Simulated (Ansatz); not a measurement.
I need a geometry optimisation of FH₇N₂Si₂, SMILES N[SiH2][SiH](N)F. Use Ansatz 0.2.0 through its Python package. Use: CAM-B3LYP, def2-SVP basis, multiplicity 1.

```yaml
atoms:
  - { symbol: N, position_ang: [-1.8430, -0.7145, -0.4410] }
  - { symbol: Si, position_ang: [-0.5872, -0.7833, 0.7789] }
  - { symbol: Si, position_ang: [1.4095, 0.3687, 0.1083] }
  - { symbol: N, position_ang: [1.0414, 1.8742, -0.6857] }
  - { symbol: F, position_ang: [2.2259, -0.4713, -0.9652] }
  - { symbol: H, position_ang: [-1.5214, -1.2796, -1.2150] }
  - { symbol: H, position_ang: [-2.6215, -1.2087, -0.0479] }
  - { symbol: H, position_ang: [-0.3429, -2.2112, 1.0249] }
  - { symbol: H, position_ang: [-1.1766, -0.1652, 1.9539] }
  - { symbol: H, position_ang: [2.2860, 0.6638, 1.2587] }
  - { symbol: H, position_ang: [0.6322, 1.6292, -1.6371] }
  - { symbol: H, position_ang: [0.3155, 2.3528, -0.1936] }
```

The script, `opt_fh7n2si2.py`:
```python
'''Minimum-energy structure of FH7N2Si2.'''

import itertools

import ansatz as az
from ase import Atoms
from ase.data import atomic_numbers, covalent_radii
import numpy as np


def main() -> None:
    atoms = Atoms(['N', 'Si', 'Si', 'N', 'F', 'H', 'H', 'H', 'H', 'H', 'H', 'H'], positions=[
        (-1.843, -0.7145, -0.441),
        (-0.5872, -0.7833, 0.7789),
        (1.4095, 0.3687, 0.1083),
        (1.0414, 1.8742, -0.6857),
        (2.2259, -0.4713, -0.9652),
        (-1.5214, -1.2796, -1.215),
        (-2.6215, -1.2087, -0.0479),
        (-0.3429, -2.2112, 1.0249),
        (-1.1766, -0.1652, 1.9539),
        (2.286, 0.6638, 1.2587),
        (0.6322, 1.6292, -1.6371),
        (0.3155, 2.3528, -0.1936),
    ])
    mol = az.Crystal.molecule_from_ase(atoms)

    setup = mol.calculation()
    setup = setup.basis(gaussian='def2-SVP')
    setup = setup.functional('cam_b3lyp')
    symbols = [site.symbol for site in mol.cartesian_sites]
    start = np.array([site.position_ang for site in mol.cartesian_sites], dtype=float)
    r = setup.relax(force_tolerance=0.02).run().report
    end = np.array(r['positions_ang'])

    print('reference energy %16.6f eV' % r['reference_energy_ev'])
    print('total energy     %16.6f eV' % r['free_energy_ev'])
    print('occupied orbitals outside the frozen core (up, down):', r['n_occupied'], ' frozen:', r['n_frozen'], ' virtual:', r['n_virtual'])

    # pairs closer than 1.2 times the sum of covalent radii, before or after
    radius = [covalent_radii[atomic_numbers[s]] for s in symbols]
    span = lambda where, i, j: np.linalg.norm(where[i] - where[j])
    bonded = [(i, j) for i, j in itertools.combinations(range(len(symbols)), 2) if min(span(start, i, j), span(end, i, j)) < 1.2 * (radius[i] + radius[j])]
    print('pair        before    after (A)')
    for i, j in bonded:
        print(f'{symbols[i]}{i}-{symbols[j]}{j}'.ljust(10), f'{span(start, i, j):8.4f} {span(end, i, j):8.4f}')


if __name__ == '__main__':
    main()
```

`python opt_fh7n2si2.py` gives:
```text
reference energy    -21557.880830 eV
total energy        -21557.880830 eV
occupied orbitals outside the frozen core (up, down): [29, 29]  frozen: 0  virtual: [84, 84]
pair        before    after (A)
N0-Si1       1.7521   1.7471
N0-H5        1.0109   1.0163
N0-H6        1.0024   1.0159
Si1-Si2      2.4008   2.3364
Si1-H7       1.4694   1.4974
Si1-H8       1.4526   1.4909
Si2-N3       1.7414   1.7077
Si2-F4       1.5889   1.6397
Si2-H9       1.4761   1.4853
N3-H10       1.0643   1.0155
N3-H11       0.9991   1.0135
```

What to keep in mind:
- Total energies depend on the basis set; only differences at equal settings carry meaning.
- The end point is the stationary point reached from this start; no frequency run checks that it is a minimum, and the basis set is modest.
- Finished in 2.1 min on 1 thread of Arm Neoverse V1, with other jobs on the host, peak memory 0.39 GiB.
